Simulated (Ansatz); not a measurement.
YSn3, space group Fm-3m: an equation of state with a fit, run with the Ansatz DFT code, driven from Python.

`eos.py`:
```python
"""Equation of state of YSn3."""

import warnings

import ansatz as az
from ase.eos import EquationOfState
from ase.units import GPa
import numpy as np

VECTORS = np.array([
    [0.0, 3.82079, 3.82079],
    [3.82079, 0.0, 3.82079],
    [3.82079, 3.82079, 0.0],
])
SITES = [
    ("Y", (0.0, 0.0, 0.0)),
    ("Sn", (0.5, 0.5, 0.5)),
    ("Sn", (0.25, 0.25, 0.25)),
    ("Sn", (0.75, 0.75, 0.75)),
]


def on_lattice(cell):
    crystal = az.Crystal(lattice=az.Lattice.of(cell))
    for symbol, position in SITES:
        crystal = crystal.atom(symbol, position)
    return crystal

warnings.simplefilter("ignore", az.DeckWarning)

# scale the volume, keep shape and fractions
volumes, energies = [], []
for scale in np.linspace(0.92, 1.08, 7):
    cell = VECTORS * scale ** (1 / 3)
    job = (
        on_lattice(cell).calculation()
        .functional("r2scan")
        .occupations("fermi_dirac", width=100 * az.meV)
        .basis(600)
        .kpoints(5, 5, 5)
    )
    summary = job.run().report
    volumes.append(abs(np.linalg.det(cell)) / len(SITES))
    energies.append(summary["free_energy_ev"] / len(SITES))
    print(f"V = {volumes[-1]:8.4f} A^3/atom  F = {energies[-1]:.5f} eV/atom")

eos = EquationOfState(volumes, energies, eos="sj")
v0, e0, bulk = eos.fit()
print(f"V0 = {v0:.4f} A^3/atom, E0 = {e0:.5f} eV/atom, B = {bulk / GPa:.1f} GPa")
```

Its results, one of them left out:

| V (Å³/atom) | F less the lowest row shown (meV/atom) |
| --- | --- |
| 25.658 | 25.45 |
| 26.401 | 8.66 |
| 27.145 | 0.56 |
| 27.889 | 0.00 |
| 28.632 | 5.98 |
| 29.376 | ? |
| 30.120 | 34.26 |

What is the missing energy at 29.376 Å³ an atom?

A third-order Birch-Murnaghan fit, E = E0 + (9 V0 B0 / 16) [(t - 1)³ B' + (t - 1)² (6 - 4t)] with t = (V0/V)^(2/3), through the 6 rows shown gives V0 = 27.573 Å³, B0 = 55.4 GPa, B' = 4.23 and E0 = -0.61 meV. At V = 29.376 Å³, t = 0.95864, and the fit interpolates to 17.65 meV. The run gave 17.65 meV, a miss of 0.00 meV.

What to keep in mind:
- For a metal this k-point mesh is coarse: on a finer one energies can move by several to tens of meV an atom and pressures by half a GPa or more, differences at one mesh by less.
- This cell is a computed structure, which may not be the phase found in nature.
- Hardware and time: 37 s on 1 thread of Arm Neoverse V2 (shared host), peak memory 0.75 GiB.
